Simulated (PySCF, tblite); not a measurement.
**C7H11O radical: geometry, infrared bands and EPR parameters**

What infrared bands and EPR parameters should C7H11O radical (`[CH2]C[C@@]12CCC[C@@H]1O2`) show?

The runs use tblite 0.8.0 and PySCF 2.14.0, with density-fitted response routines of our own; the level of theory stands in each step. All values are computed, except where a source is named. Atoms are numbered from 0 throughout.

### 1 The starting structure

19 atoms, charge 0, multiplicity 2; geometry from: force field or distance geometry start.

Bonds of the start (Å): C0–C1 1.50, C1–C2 1.48, C2–C3 1.52, C3–C4 1.54, C4–C5 1.53, C5–C6 1.50, C6–O7 1.44, C6–C2 1.49, O7–C2 1.44, C0–H8 1.08, C0–H9 1.08, C1–H10 1.11, C1–H11 1.09, C3–H12 1.09, C3–H13 1.09, C4–H14 1.10, C4–H15 1.09, C5–H16 1.09, C5–H17 1.10, C6–H18 1.08.

### 2 Relaxing the molecule with GFN2-xTB

Job settings and geometry (Å):

```
{"job": {"kind": "relax", "xc": "GFN2-xTB", "basis": "xTB"}, "charge": 0, "multiplicity": 2}
C      2.547900    -0.078900    -0.468200
C      1.726300     0.428700     0.674500
C      0.264600     0.261400     0.531300
C     -0.509300     1.061300    -0.504000
C     -1.891700     0.379700    -0.546100
C     -1.647600    -1.081400    -0.153000
C     -0.446600    -1.027100     0.746400
O     -0.448300     0.000300     1.755100
H      3.504500     0.372400    -0.686100
H      2.245500    -0.977400    -0.991600
H      2.072400    -0.096800     1.585200
H      1.951700     1.483700     0.834600
H     -0.596100     2.111800    -0.213300
H     -0.017000     0.982000    -1.476700
H     -2.557500     0.861900     0.184100
H     -2.366200     0.474900    -1.523100
H     -2.513400    -1.510900     0.351100
H     -1.411000    -1.687900    -1.035600
H      0.081900    -1.948700     0.927800
```

Launch:

```
$ OMP_NUM_THREADS=1 python probes_run.py task.json out
```

This one command runs all jobs of the session in turn.

**Question.** This job is followed by: GFN2-xTB harmonic vibrations, gas phase; UKS B3LYP, pcH-1 on C H O, non-relativistic, mean-field spin-orbit, GIAO. Predict these results of the whole session: strongest single infrared mode (GFN2-xTB); zero-point energy (GFN2-xTB); g(iso) (B3LYP); ⟨S²⟩; largest a(iso) (averaged by class); surface potential, 1st and 99th percentile.

As calculated:

```
                                 quantity                 value
strongest single infrared mode (GFN2-xTB)  3034 cm⁻¹, 58 km/mol
             zero-point energy (GFN2-xTB)        100.6 kcal/mol
                           g(iso) (B3LYP)               2.00267
                                     ⟨S²⟩    0.754 (exact 0.75)
       largest a(iso) (averaged by class)  1H on H10, 166.3 MHz
    surface potential, 1st and 99th percentile    -1.58 V and 0.81 V
```

In words: The optimisation took 45 steps and gained 0.129 eV; among the close pairs (by a distance rule), C1–C2 changed most, from 1.478 to 1.514 Å. All 51 modes are real, so the xTB geometry is a minimum. The strongest single mode, at 3034 cm⁻¹, moves mainly H18. GFN2-xTB is a fitted tight-binding method: band positions and strengths are rough. Its intensities can rank the bands wrongly. Most of the unpaired spin sits on C0 (1.08 e). The isotropic g lies 0.4 ppt above the free-electron value.
